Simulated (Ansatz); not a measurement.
# ScAl: the cost of one run

Method: DFT PBEsol, scalar-relativistic, plane waves, PAW, in Ansatz 0.2.0.

2 further runs of the same task are left out: 2 set aside as unsound or not needed. Runs told in other sessions of the task aren't counted.

## 1. The structure to begin with

It takes space group Cmcm (No. 63, orthorhombic). Conventional cell: a = 3.291 Å, b = 11.017 Å, c = 4.337 Å, α = 90.00°, β = 90.00°, γ = 90.00°. Sc (site symmetry m2m) has 7 Al at 2.91 to 3.04 Å and 6 Sc at 3.29 to 3.33 Å in its first shell of neighbours. Al (site symmetry m2m) is surrounded by 2 Al at 2.66 Å and 7 Sc at 2.91 to 3.04 Å.

Coordinates:

```
CELL_PARAMETERS angstrom
1.64536 -5.50863 0.00000
1.64536 5.50863 0.00000
0.00000 0.00000 4.33681
ATOMIC_POSITIONS crystal
Sc 0.83726 0.16274 0.25000
Sc 0.16274 0.83726 0.75000
Al 0.56960 0.43040 0.25000
Al 0.43040 0.56960 0.75000
```

It goes back to an entry of the Materials Project, which need not be the stable form.

It is the result of an earlier relaxation at this level (volume 19.65 Å³/atom; gap on the mesh: none (metal)).

## 2. The reference: the undisturbed cell on the scan's mesh

File input.yaml:

```yaml
crystal:
  lattice:
    - [1.645357315, -5.5086346001, 0.0]
    - [1.645357315, 5.5086346001, 0.0]
    - [0.0, 0.0, 4.3368114787]
  atoms:
    - { symbol: Sc, position: [0.8372590795, 0.1627409205, 0.25] }
    - { symbol: Sc, position: [0.1627409205, 0.8372590795, 0.75] }
    - { symbol: Al, position: [0.5696044069, 0.4303955931, 0.25] }
    - { symbol: Al, position: [0.4303955931, 0.5696044069, 0.75] }
basis:
  ecutwfc: 420
kpoints:
  mp_grid: { grid: [16, 16, 12] }
hamiltonian:
  xc: pbesol
scf:
  occupations: { method: gaussian, width: 0.15 }
output:
  forces: true
  stress: true
  eigenvalues: true
  write_density: true
  write_potential: true
  elf: true
  volumetric_format: npy
```

Command:

```
ansatz run input.yaml --threads 2 --pin off --max-ram 5120MiB --backend cpu --events-out ev --progress --plain --runs-dir out
```

**Question.** How long does this run take on 2 threads of Intel Xeon 6975P-C (Granite Rapids), shared host, and how much memory does it need?

About 11 s, with a peak of 0.84 GiB.
